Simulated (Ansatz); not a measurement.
EuCuSb:

```xyz
6
Lattice="4.4738 0.0000 0.0000 -2.2369 3.8745 0.0000 0.0000 0.0000 8.5702" Properties=species:S:1:pos:R:3 pbc="T T T"
Eu    0.0000    0.0000    4.2851
Eu    0.0000    0.0000    0.0000
Sb    2.2369    1.2915    6.4277
Sb    0.0000    2.5830    2.1426
Cu    2.2369    1.2915    2.1426
Cu    0.0000    2.5830    6.4277
```

The cell is a database's computed one.

* Program: Ansatz 0.2.0
* Task: single point
* Functional: PBEsol
* Potentials or basis: Ansatz PAW
* Cutoff: 420 eV (not typed: the program's choice for these potentials)
* k mesh: 7 × 7 × 3
* Occupations: fermi-dirac, width 0.05 eV
* Spin: collinear spin, ferromagnetic start
* Starting moments: [7.0, 7.0, 0.0, 0.0, 0.6, 0.6] μB

On this cell: pressure -3.2 GPa; largest force under 0.003 eV/Å; net moment 14.04 μB per cell; site moments Eu +6.81; Sb -0.03; Cu -0.00 μB; band gap on the k mesh none (metal or under the smearing width).

The same run follows on a disturbed copy (atoms moved at random, drawn with an rms of 0.05 Å):

```
Eu Sb Cu
1.0
     4.47384    0.00000    0.00000
    -2.23692    3.87446    0.00000
     0.00000    0.00000    8.57021
Eu Sb Cu
2 2 2
Direct
  0.00362 0.99691 0.50016
  0.01474 0.00672 0.99343
  0.65475 0.32112 0.74849
  0.33773 0.67722 0.25213
  0.67076 0.33300 0.25435
  0.34613 0.68205 0.74909
```

**Question.** What does the disturbed cell give?

**Answer.** The energy (extrapolated to zero smearing) moves by +10.7 meV/atom; pressure -3.0 GPa; largest force 0.822 eV/Å; net moment 14.04 μB per cell; site moments Eu +6.80; Sb -0.03; Cu -0.00 μB; band gap on the k mesh none (metal or under the smearing width).

Forces in eV/Å, atoms in the order of the input:
```
Eu  -0.091  0.044 -0.078
Eu  -0.172 -0.072  0.269
Sb   0.333  0.751 -0.031
Sb   0.178 -0.300 -0.109
Cu  -0.090  0.220 -0.043
Cu  -0.157 -0.643 -0.008
```

Stress tensor (GPa, compression positive):
```
-3.60  0.00 -0.08
 0.00 -2.31 -0.01
-0.08 -0.01 -2.95
```

Caveats: spin-orbit coupling is left out, which moves the levels of the heavy elements; without U or exact exchange the open f shell lies at the Fermi level, which spoils levels, moments and volumes; the PAW data sets come from PBE, with cores solved anew for the run's functional, which leaves a small shift of forces and pressure.
